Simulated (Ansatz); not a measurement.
# C3H11Al: the cost of one run

Method: RKS PBE0-D4/def2-SVP, in Ansatz 0.2.0.

### Step 1. Starting point

Bond lengths: Al1–C2 2.289 Å, Al1–C3 1.977 Å, Al1–C4 1.975 Å, Al1–H5 1.746 Å, C2–H7 1.090 Å, C2–H8 1.108 Å, C2–H9 1.093 Å, C3–H10 1.096 Å, C3–H11 1.095 Å, C3–H12 1.094 Å, C4–H13 1.097 Å, C4–H14 1.094 Å, C4–H15 1.096 Å. Angles (14 of 24 angles, heavy atoms first): C2–Al1–C3 110.0°, C2–Al1–C4 108.4°, C3–Al1–C4 133.7°, Al1–C2–H7 125.4°, Al1–C2–H8 87.6°, Al1–C2–H9 120.7°, C2–Al1–H5 37.7°, C3–Al1–H5 112.3°, C4–Al1–H5 113.9°, Al1–C3–H10 108.8°, Al1–C3–H11 114.3°, Al1–C3–H12 113.5°, Al1–C4–H13 109.2°, Al1–C4–H14 115.1°.

Coordinates:

```xyz
15

Al   -0.1212   -0.3456   -0.2592
C     0.3613    1.7037    0.6394
C    -1.8337   -1.0146    0.4666
C     1.5768   -1.2155   -0.7715
H    -0.1738    1.3633   -0.6119
H    -0.5524    1.1620   -1.5045
H    -0.3748    2.4464    0.9477
H     0.6367    1.1768    1.5743
H     1.2674    2.2415    0.3487
H    -2.4857   -0.1599    0.6776
H    -1.7372   -1.5779    1.4010
H    -2.3807   -1.6589   -0.2280
H     1.8721   -0.8686   -1.7690
H     1.5443   -2.3083   -0.8102
H     2.4009   -0.9444   -0.1010
```

### Step 2. Pulling towards end A

Springs on the bonds that form and break draw the guess towards this end; the thresholds are loose.

input.yaml reads:

```yaml
crystal:
  periodic: [false, false, false]
  atoms:
    - { symbol: Al, position_ang: [-0.1212, -0.3456, -0.2592] }
    - { symbol: C, position_ang: [0.3613, 1.7037, 0.6394] }
    - { symbol: C, position_ang: [-1.8337, -1.0146, 0.4666] }
    - { symbol: C, position_ang: [1.5768, -1.2155, -0.7715] }
    - { symbol: H, position_ang: [-0.1738, 1.3633, -0.6119] }
    - { symbol: H, position_ang: [-0.5524, 1.162, -1.5045] }
    - { symbol: H, position_ang: [-0.3748, 2.4464, 0.9477] }
    - { symbol: H, position_ang: [0.6367, 1.1768, 1.5743] }
    - { symbol: H, position_ang: [1.2674, 2.2415, 0.3487] }
    - { symbol: H, position_ang: [-2.4857, -0.1599, 0.6776] }
    - { symbol: H, position_ang: [-1.7372, -1.5779, 1.401] }
    - { symbol: H, position_ang: [-2.3807, -1.6589, -0.228] }
    - { symbol: H, position_ang: [1.8721, -0.8686, -1.769] }
    - { symbol: H, position_ang: [1.5443, -2.3083, -0.8102] }
    - { symbol: H, position_ang: [2.4009, -0.9444, -0.101] }
basis:
  gaussian: { orbitals: def2-SVP }
hamiltonian:
  xc: pbe0
  dispersion: d4
relax:
  f_tol: 0.15
  max_steps: 25
  restrain:
    - { distance: [0, 5], at: 2.82, k: 30.0 }
    - { distance: [4, 1], at: 2.37, k: 30.0 }
    - { distance: [0, 1], at: 1.97, k: 30.0 }
    - { distance: [4, 5], at: 0.62, k: 30.0 }
output:
  orbitals: {}
```

On the command line:

```console
> ansatz run input.yaml --threads 2 --pin off --max-ram 3072MiB --backend cpu --events-out ev --progress --plain --runs-dir out
```

**Question.** How long does this run take on 2 threads of Arm Neoverse V2, shared host, and how much memory does it need?

About 24 s, with a peak of 0.25 GiB.
